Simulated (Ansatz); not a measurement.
# C2H8N2Si: small, medium and large basis sets

How large a basis does C2H8N2Si need? Two functionals are run in growing sets.

Computed with Ansatz 0.2.0, Gaussian basis. Level: one geometry, several basis sets.

The runs, in order: PBE0-D4/def2-SVP; ωB97M-V/def2-SVP; PBE0-D4/def2-QZVPP; ωB97M-V/def2-QZVPP; the functionals' def2-TZVPP values are taken from earlier runs.

**1. Structure used throughout**

All runs share one geometry, relaxed beforehand with PBE0-D4 in a triple-zeta def2 set.

SMILES `CNC(=N)[SiH3]`, 13 atoms, charge 0, spin multiplicity 1.

Atoms are counted from 1 here; the program's logs count them from 0.

Bond lengths: C1–N2 1.442 Å, C1–H6 1.095 Å, C1–H7 1.091 Å, C1–H8 1.090 Å, N2–C3 1.361 Å, N2–H9 1.003 Å, C3–N4 1.282 Å, C3–Si5 1.897 Å, N4–H10 1.015 Å, Si5–H11 1.485 Å, Si5–H12 1.490 Å, Si5–H13 1.484 Å. Angles: N2–C1–H6 111.8°, N2–C1–H7 109.8°, N2–C1–H8 109.0°, H6–C1–H7 107.3°, H6–C1–H8 109.5°, H7–C1–H8 109.3°, C1–N2–C3 121.0°, C1–N2–H9 118.2°, C3–N2–H9 118.0°, N2–C3–N4 119.7°, N2–C3–Si5 116.6°, N4–C3–Si5 123.6°, C3–N4–H10 111.3°, C3–Si5–H11 109.8°, C3–Si5–H12 110.9°, C3–Si5–H13 108.1°, H11–Si5–H12 108.5°, H11–Si5–H13 109.5° and more.

**2. PBE0-D4 in def2-SVP**

Contents of in.yaml:

```yaml
crystal:
  periodic: [false, false, false]
  atoms:
    - {symbol: C, position_ang: [-1.668742, 1.280299, 0.140629]}
    - {symbol: N, position_ang: [-0.841021, 0.116929, 0.339208]}
    - {symbol: C, position_ang: [0.392166, 0.028710, -0.228691]}
    - {symbol: N, position_ang: [0.790772, 0.947401, -1.029223]}
    - {symbol: Si, position_ang: [1.386113, -1.543938, 0.140931]}
    - {symbol: H, position_ang: [-1.202446, 2.185719, 0.543006]}
    - {symbol: H, position_ang: [-1.827566, 1.443638, -0.926462]}
    - {symbol: H, position_ang: [-2.630507, 1.119657, 0.627308]}
    - {symbol: H, position_ang: [-1.045706, -0.483604, 1.116426]}
    - {symbol: H, position_ang: [1.712961, 0.739478, -1.398716]}
    - {symbol: H, position_ang: [1.092031, -2.576713, -0.885447]}
    - {symbol: H, position_ang: [1.033755, -2.094006, 1.480074]}
    - {symbol: H, position_ang: [2.828492, -1.198368, 0.095757]}
basis:
  gaussian: {orbitals: def2-SVP}
hamiltonian: {xc: pbe0, dispersion: d4}
output: {orbitals: {seedname: orbitals}}
```

On the command line:

```console
$ ansatz run in.yaml --threads 4 --pin off --events-out ev --progress --plain --max-ram 10444MiB
```

The runs that follow: ωB97M-V in def2-SVP; PBE0-D4 in def2-QZVPP; ωB97M-V in def2-QZVPP.

Before running them: what should the planned runs give, taken together? Wanted: PBE0-D4: double and triple zeta above quadruple; ωB97M-V: double and triple zeta above quadruple.

**Answer**, as computed:

| quantity | value |
| --- | --- |
| PBE0-D4: double and triple zeta above quadruple | 9.17, 0.57 eV |
| ωB97M-V: double and triple zeta above quadruple | 9.44, 0.54 eV |

In words: For PBE0-D4 the step from double to triple zeta gains 8.60 eV and the next only 0.57 eV. Total energies overstate the basis error of differences, where much of it tends to cancel. The LUMO of ωB97M-V is positive and keeps falling with the basis (2.28 to 1.39 eV): an unbound level that the basis holds in place.
